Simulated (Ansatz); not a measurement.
**SiGeNH (triplet): wave-function methods side by side at a displaced geometry (v2), cc-pVDZ**

The task here is to estimate one member of a computed series from the others.

Method: cc-pVDZ, core rule «outside noble gas», up to 20 orbitals frozen; program: Ansatz 0.2.0, Gaussian basis.

The runs, in order: UHF; CCSD(T) on ROHF; CCSD(T) on UHF; BCCD(T) on ROHF; CISD; CCSDT(Q) on ROHF; CCSDT(Q) on UHF.

20 further runs of the same task are left out: 5 that didn't finish, 15 set aside as unsound or not needed.

## The geometry

The geometry is a PBE0/def2-TZVP stationary point (not a proven minimum) with its atoms shifted at random (size 0.100 Å). No spin-orbit coupling is included. The filled d shell of Ge may be among the frozen orbitals whatever the setting's name suggests; the logs give the count.

4 atoms, charge 0, spin multiplicity 3.

Atoms are counted from 1 here; the program's logs count them from 0.

Bond lengths: Ge1–Si2 2.263 Å, Ge1–H4 1.748 Å, Si2–N3 1.659 Å, Si2–H4 1.634 Å. Angles: Si2–Ge1–H4 45.9°, Ge1–Si2–N3 164.6°, Ge1–Si2–H4 50.2°, N3–Si2–H4 115.3°, Ge1–H4–Si2 83.9°.

The first run:

The input, in.yaml:

```yaml
crystal:
  periodic: [false, false, false]
  atoms:
    - {symbol: Ge, position_ang: [0.050734, 0.017558, 1.027593]}
    - {symbol: Si, position_ang: [-0.114141, -0.150150, -1.222734]}
    - {symbol: N, position_ang: [-0.037520, 0.125385, -2.857154]}
    - {symbol: H, position_ang: [0.045588, 1.176017, -0.281730]}
basis:
  gaussian: {orbitals: cc-pVDZ}
magnetization: {spin_polarized: true, initial_magnetization: 2}
hamiltonian: {xc: hf}
output: {orbitals: {seedname: orbitals}}
```

Command:

```sh
> ansatz run in.yaml --threads 1 --pin off --events-out ev --progress --plain --max-ram 2393MiB
```

Among the steps run: UHF; CCSD(T) on ROHF; CCSD(T) on UHF; BCCD(T) on ROHF; CISD; CCSDT(Q) on ROHF; CCSDT(Q) on UHF.

One table of the session follows, with a row left open; its other results are not shown here.

It belongs to the step «Misses and costs». 

```
   method  from RCCSDT(Q) (kJ/mol)
     ROHF                   +958.3
      UHF                   +886.2
     RMP2                   +158.6
     UMP2                   +204.0
     CISD                        ?
    RCCSD                    +58.2
    UCCSD                    +53.9
 RCCSD(T)                    +10.9
 UCCSD(T)                    +13.3
  BCCD(T)                    +11.2
   RCCSDT                     +5.2
   UCCSDT                     +4.5
RCCSDT(Q)                        0
UCCSDT(Q)                     -0.9
```

Q: Estimate the row for CISD from the others.

**Answer.** from RCCSDT(Q) (kJ/mol): +172.3. In the column «from RCCSDT(Q) (kJ/mol)» it lies between RMP2 (+158.6) and UMP2 (+204.0).

Limits of these values: Restricted and unrestricted rows rest on different reference determinants; where their highest levels disagree by more than a few hundredths of an eV, they describe different states and don't form one ladder.
